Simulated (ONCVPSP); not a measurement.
**An ONCV potential for promethium, from input to tests**

Task: generate the file, and judge it by its errors in other configurations, its logarithmic derivatives, its ghosts and its cutoff.

The numbers are computed with ONCVPSP 4.0.1.1 (patched build) (PBE, scalar-relativistic, spin-unpolarised reference atom).

### Step 1. The design

The settings as typed:

| Item | Value |
| --- | --- |
| element | promethium (Pm, Z = 61) |
| type | optimised norm-conserving Vanderbilt (ONCV) |
| frozen core | [Kr] 4d10 |
| valence charge | 15 |
| reference configuration | 4f5 5s2 5p6 6s1 (charge +1) |
| partial waves | 5s+6s: rc 2.25 bohr, ncon 4, nbas 7, qcut 6.5 1/bohr, 2 projectors; 5p: rc 2.05 bohr, ncon 4, nbas 8, qcut 5.2 1/bohr, 3 projectors, debl 2.5 Ha; d scattering state at 0.07 Ha: rc 1.70 bohr, ncon 4, nbas 7, qcut 5.8 1/bohr, 2 projectors, debl 1.5 Ha; 4f: rc 0.85 bohr, ncon 4, nbas 8, qcut 15 1/bohr, 3 projectors, debl 3.5 Ha |
| local potential | polynomial inside 0.85 bohr (lpopt 5, dvloc0 6 Ha) |
| core correction | Teter function, fcfact 5.25, rcfact 1.5 |

The outer shells as boxes (Hund's rule for the drawing; the calculation is spin-unpolarised):

```
[Kr] core
4d [↑↓][↑↓][↑↓][↑↓][↑↓]
4f [↑ ][↑ ][↑ ][↑ ][↑ ][  ][  ]
5s [↑↓]
5p [↑↓][↑↓][↑↓]
6s [↑ ]
```

An earlier all-electron run gives the scale for the radii.

All-electron outer shells of the reference configuration (PBE, scalar-relativistic, ld1.x):

```json
{"shell": "5s", "level (eV)": "-47.94", "outermost node (bohr)": "0.70", "outermost maximum (bohr)": "1.29"}
{"shell": "5p", "level (eV)": "-28.72", "outermost node (bohr)": "0.75", "outermost maximum (bohr)": "1.46"}
{"shell": "6s", "level (eV)": "-8.31", "outermost node (bohr)": "1.73", "outermost maximum (bohr)": "3.50"}
{"shell": "4f", "level (eV)": "-8.15", "outermost node (bohr)": "–", "outermost maximum (bohr)": "0.64"}
{"shell": "5d", "level (eV)": "-7.27", "outermost node (bohr)": "0.86", "outermost maximum (bohr)": "2.12"}
{"shell": "6p", "level (eV)": "-5.27", "outermost node (bohr)": "2.06", "outermost maximum (bohr)": "4.43"}
```

### Step 2. Generating the potential

Pm.dat

```
# ATOM AND REFERENCE CONFIGURATION
# atsym  z   nc   nv     iexc    psfile
  Pm 61.00    9    4        4      upf
#
#   n    l    f
    1    0    2.00
    2    0    2.00
    2    1    6.00
    3    0    2.00
    3    1    6.00
    3    2   10.00
    4    0    2.00
    4    1    6.00
    4    2   10.00
    4    3    5.00
    5    0    2.00
    5    1    6.00
    6    0    1.00
#
# PSEUDOPOTENTIAL AND OPTIMIZATION
# lmax
    3
#
#   l,   rc,      ep,       ncon, nbas, qcut
    0    2.25    0.00    4    7    6.50
    1    2.05    0.00    4    8    5.20
    2    1.70    0.07    4    7    5.80
    3    0.85    0.00    4    8   15.00
#
# LOCAL POTENTIAL
# lloc, lpopt,  rc(5),   dvloc0
    4    5    0.85    6.00
#
# VANDERBILT-KLEINMAN-BYLANDER PROJECTORs
# l, nproj, debl
    0    2    3.90
    1    3    2.50
    2    2    1.50
    3    3    3.50
#
# MODEL CORE CHARGE
# icmod, fcfact, rcfact
    3    5.25    1.50
#
# LOG DERIVATIVE ANALYSIS
# epsh1, epsh2, depsh
   -3.00    5.00    0.02
#
# OUTPUT GRID
# rlmax, drl
    6.00    0.01
#
# TEST CONFIGURATIONS
# ncnf
    4
# nvcnf
#   n    l    f
    4
    4    3    5.00
    5    0    2.00
    5    1    6.00
    6    0    2.00
#
    4
    4    3    5.00
    5    0    2.00
    5    1    6.00
    6    0    0.00
#
    4
    4    3    4.00
    5    0    2.00
    5    1    6.00
    6    0    0.00
#
    4
    4    3    5.00
    5    0    2.00
    5    1    5.00
    6    0    2.00
#
```

Started as:

```sh
$ oncvpsp.x < Pm.dat > Pm.out
```

Before running it: what results should come out? Wanted: cutoffs for 1 and 0.1 mHa per electron, occupied waves; bound ghosts; GHOST(+) flags; largest test error; largest phase difference near zero energy, channels read; rms error of d²Exc/dn², without and with the model core; projector energies reset by the program.

As calculated:

| quantity | value |
| --- | --- |
| cutoffs for 1 and 0.1 mHa per electron, occupied waves | 315 Ha and 386 Ha |
| bound ghosts | s at -305.86 eV |
| GHOST(+) flags | p at 134 eV, d at 123 eV, f at 5938 eV |
| largest test error (AE − PS) | -56 meV, for 4f4 5s2 5p6 6s0 |
| largest phase difference near zero energy, channels read | 0.001 rad |
| rms error of d²Exc/dn², without and with the model core | 8.62 and 3.42 mHa |
| projector energies reset by the program | d: 0.050, 1.550 Ha |

A bound ghost (s) makes it unfit for use: electrons can fall into a state that the atom doesn't have. Close by lies the frozen 4s level (-323.4 eV). The worst unpolarised test, 4f4 5s2 5p6 6s0, is off by 56 meV on 34.1 eV; by total energies transferability rates as fair. The potential is very hard: the looser tolerance needs 315 Ha. At the looser tolerance the 4f wave is the slowest; 5s needs 12 Ha. Near zero energy the phases of the channels with partial waves agree within 0.001 rad. The program also flags highly localised states, GHOST(+) (p, d, f).
